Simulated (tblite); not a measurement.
# C5H10Al2Cl2: the cost of one run

Computed with tblite 0.8.0 and PySCF 2.14.0, with density-fitted response routines of our own, on a single molecule in the gas phase. Atoms are numbered from 0 throughout.

**1. The molecule as given**

19 atoms, charge 0, multiplicity 1; geometry from: force field or distance geometry start.

Bonds of the start (Å): Cl0–Al1 2.23, Al1–Cl2 2.20, Al1–C3 1.98, C3–C4 1.50, C4–C5 1.45, C5–C6 1.44, C6–C7 1.50, C7–Al8 2.01, Al8–C3 1.99, C3–H9 1.12, C4–H10 1.11, C4–H11 1.13, C5–H12 1.14, C5–H13 1.13, C6–H14 1.13, C6–H15 1.10, C7–H16 1.11, C7–H17 1.08, Al8–H18 1.58.

**2. Optimising the geometry with GFN2-xTB**

The job: settings as JSON, then the geometry in Å.

```
{"job": {"kind": "relax", "xc": "GFN2-xTB", "basis": "xTB"}, "charge": 0, "multiplicity": 1}
Cl     4.427200    -1.712900     1.243500
Al     3.017000    -0.178900     0.443200
Cl     3.690500     1.108800    -1.211700
C      1.076900    -0.278500     0.814100
C      0.441100    -1.026900    -0.316400
C     -0.989400    -0.959400    -0.559700
C     -1.872100     0.182200    -0.619400
C     -1.744200     1.349600     0.315800
Al     0.218900     1.510600     0.730800
H      0.836700    -0.705600     1.818300
H      0.764400    -2.089200    -0.246500
H      0.980100    -0.650800    -1.240500
H     -1.451600    -1.660100     0.216800
H     -1.151900    -1.541900    -1.519900
H     -2.939900    -0.183100    -0.505900
H     -1.850200     0.614400    -1.635700
H     -2.219700     1.064600     1.280300
H     -2.179900     2.281500    -0.024400
H      0.936400     2.884900     1.009800
```

The run is started by

```
OMP_NUM_THREADS=1 python probes_run.py task.json out
```

One launch serves the whole session: the jobs run in the order shown.

**Question.** How long does this first job take on 1 thread of Arm Neoverse N1, shared host?

About 3.1 s.
